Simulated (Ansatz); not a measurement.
# wB97X/def2-SVP run of AlSiH3Cl2 (SMILES [SiH3][Al]([Cl])[Cl])

Aim: the electronic atomisation energy of AlSiH3Cl2 at wB97X/def2-SVP, from 5 runs. 

The results are computed with Ansatz 0.2.0.

45 further runs of the same task are left out: 45 set aside as unsound or not needed. Runs told in other sessions of the task aren't counted.

## 1. The molecule

The species is AlSiH3Cl2 (7 atoms), meant as a singlet with charge 0. SMILES: `[SiH3][Al]([Cl])[Cl]`. The coordinates come from a PBE0-D4/def2-TZVP relaxation.

Bond lengths: Si1–Al2 2.433 Å, Al2–Cl3 2.091 Å, Al2–Cl4 2.091 Å, Si1–H5 1.486 Å, Si1–H6 1.488 Å, Si1–H7 1.488 Å. Angles: Si1–Al2–Cl3 120.8°, Si1–Al2–Cl4 122.3°, Cl3–Al2–Cl4 117.0°, Al2–Si1–H5 111.1°, Al2–Si1–H6 109.7°, Al2–Si1–H7 109.5°, H5–Si1–H6 109.1°, H5–Si1–H7 109.0°, H6–Si1–H7 108.3°.

## 2. A single-point energy at wB97X/def2-SVP

Input file in.yaml:

```yaml
crystal:
  periodic: [false, false, false]
  atoms:
    - {symbol: Si, position_ang: [-0.434800, 0.999700, -0.278300]}
    - {symbol: Al, position_ang: [0.497800, -1.172400, 0.296300]}
    - {symbol: Cl, position_ang: [2.290200, -1.318600, 1.363300]}
    - {symbol: Cl, position_ang: [-0.432100, -2.964700, -0.245300]}
    - {symbol: H, position_ang: [-1.709600, 0.853800, -1.028500]}
    - {symbol: H, position_ang: [-0.687900, 1.781100, 0.962600]}
    - {symbol: H, position_ang: [0.537600, 1.753200, -1.115800]}
basis:
  gaussian:
    orbitals: def2-SVP
hamiltonian:
  xc: {name: wB97X}
accuracy: high
output: {orbitals: {seedname: orbitals}}
```

Run with:

```bash
ansatz run in.yaml --threads 1 --pin off --max-ram 2610MiB --events-out events.jsonl --progress --plain --runs-dir runs
```

Log:

```text
Warning: RAYON_NUM_THREADS=1 ignored (pool sized by the plan → 1); use --threads N
Functional definition: wB97X
  name "wB97X"
  parameter omega = 0.3/bohr
  parameter cx = 0.157706
  parameter cx1 = 0.726479
  parameter cx2 = 1.04760
  parameter cx3 = -5.70635
  parameter cx4 = 13.2794
  parameter css1 = -4.33879
  parameter css2 = 18.2308
  parameter css3 = -31.7430
  parameter css4 = 17.2901
  parameter cos1 = 2.37031
  parameter cos2 = -11.3995
  parameter cos3 = 6.58405
  parameter cos4 = -3.78132
  exchange = spin_sum(e_x_unif_sr(omega)*poly(b97_u_x, 1 - cx, cx1, cx2, cx3, cx4)) + cx*exact_x_sr(omega)
      + exact_x_lr(omega)
  correlation = spin_sum(e_c_pw_same_spin*poly(b97_u_same, 1, css1, css2, css3, css4))
      + integral(e_c_pw_opposite_spin*poly(b97_u_opposite, 1, cos1, cos2, cos3, cos4))
1713 factors; integrals over basis functions are off by at most 5.6e-9 eV
414 factors; integrals over basis functions are off by at most 2.4e-9 eV
mean field evaluation 1: about -39558.5274 eV, gradient 1.8e1 eV
mean field evaluation 2: about -39559.3176 eV, gradient 1.2e1 eV
mean field evaluation 4: about -39559.6832 eV, gradient 2.4e-1 eV
mean field evaluation 8: about -39559.7559 eV, gradient 1.6e-2 eV
mean field evaluation 16: about -39559.7559 eV, gradient 4.6e-6 eV
mean field -39559.75589497 eV, -1453.7942145747 hartree, gradient 6.5e-8 eV, S^2 0.000000; 0 other end points of the search recorded, 0 dependent functions left out
reference -39559.75589180 eV, -1453.7942144579 hartree; 32, 32 occupied and 55, 55 virtual orbitals, 1713 factors
Total energy: -39559.75589180 eV, -1453.7942144579 hartree
```

It took 31 s on 1 thread of Arm Neoverse V2, shared host; peak memory 0.55 GiB.

## 3. The Al atom, same level

Input file input.yaml:

```yaml
basis:
  gaussian:
    orbitals: def2-SVP
crystal:
  periodic: [false, false, false]
  atoms:
    - {symbol: Al, position_ang: [0.000000, 0.000000, 0.000000]}
magnetization:
  spin_polarized: true
  initial_magnetization: 1
hamiltonian:
  xc: {name: wB97X}
accuracy: high
```

Run the same way, it converges to -242.26640 Eh (log not shown).

## 4. The Cl atom, same level

Input file molecule.yaml:

```yaml
crystal:
  periodic: [false, false, false]
  atoms:
    - symbol: Cl
      position_ang: [0.000000, 0.000000, 0.000000]
basis:
  gaussian:
    orbitals: def2-SVP
magnetization:
  spin_polarized: true
  initial_magnetization: 1
hamiltonian:
  xc: {name: wB97X}
accuracy: high
```

Run with:

```bash
ansatz run molecule.yaml --threads 1 --pin off --max-ram 2610MiB --events-out events.jsonl --progress --plain --runs-dir runs
```

Log (excerpt; [...] marks lines left out):

```text
Warning: RAYON_NUM_THREADS=1 ignored (pool sized by the plan → 1); use --threads N
Functional definition: wB97X
  name "wB97X"
[...]
      + exact_x_lr(omega)
[...]
      + integral(e_c_pw_opposite_spin*poly(b97_u_opposite, 1, cos1, cos2, cos3, cos4))
134 factors; integrals over basis functions are off by at most 2.6e-9 eV
54 factors; integrals over basis functions are off by at most 2.1e-9 eV
[...]
mean field -12516.97166464 eV, -459.9902243673 hartree, gradient 7.7e-9 eV, S^2 0.752072; 0 other end points of the search recorded, 0 dependent functions left out
reference -12516.97166380 eV, -459.9902243366 hartree; 9, 8 occupied and 9, 10 virtual orbitals, 134 factors
Total energy: -12516.97166380 eV, -459.9902243366 hartree
```

Wall time 3.3 s (1 thread of Arm Neoverse V2, shared host); peak memory 0.17 GiB.

## 5. The H atom, same level

Input file run.yaml:

```yaml
crystal:
  periodic: [false, false, false]
  atoms:
    - {symbol: H, position_ang: [0.000000, 0.000000, 0.000000]}
basis:
  gaussian:
    orbitals: def2-SVP
magnetization:
  spin_polarized: true
  initial_magnetization: 1
hamiltonian:
  xc: {name: wB97X}
accuracy: high
```

Run the same way, it converges to -0.50060 Eh (log not shown).

## 6. The Si atom, same level

Input file run.yaml:

```yaml
basis:
  gaussian:
    orbitals: def2-SVP
crystal:
  periodic: [false, false, false]
  atoms:
    - {symbol: Si, position_ang: [0.000000, 0.000000, 0.000000]}
magnetization:
  spin_polarized: true
  initial_magnetization: 2
hamiltonian:
  xc: {name: wB97X}
accuracy: high
```

Run the same way, it converges to -289.26178 Eh (log not shown).

## 7. Results

At wB97X/def2-SVP:

| quantity | value |
| --- | --- |
| molecule: total energy | -1453.79421 Eh |
| molecule: HOMO energy | -10.55 eV |
| molecule: LUMO energy | 0.22 eV |
| molecule: HOMO–LUMO gap | 10.77 eV |
| Al atom: total energy | -242.26640 Eh |
| Al atom: ⟨S²⟩ | 0.754 |
| Cl atom: total energy | -459.99022 Eh |
| Cl atom: ⟨S²⟩ | 0.752 |
| H atom: total energy | -0.50060 Eh |
| H atom: ⟨S²⟩ | 0.750 |
| Si atom: total energy | -289.26178 Eh |
| Si atom: ⟨S²⟩ | 2.004 |
| electronic atomisation energy | 21.327 eV |

In words: Taking the molecule apart into free atoms costs 21.33 eV (2058 kJ/mol), before zero-point energy and without spin-orbit coupling.
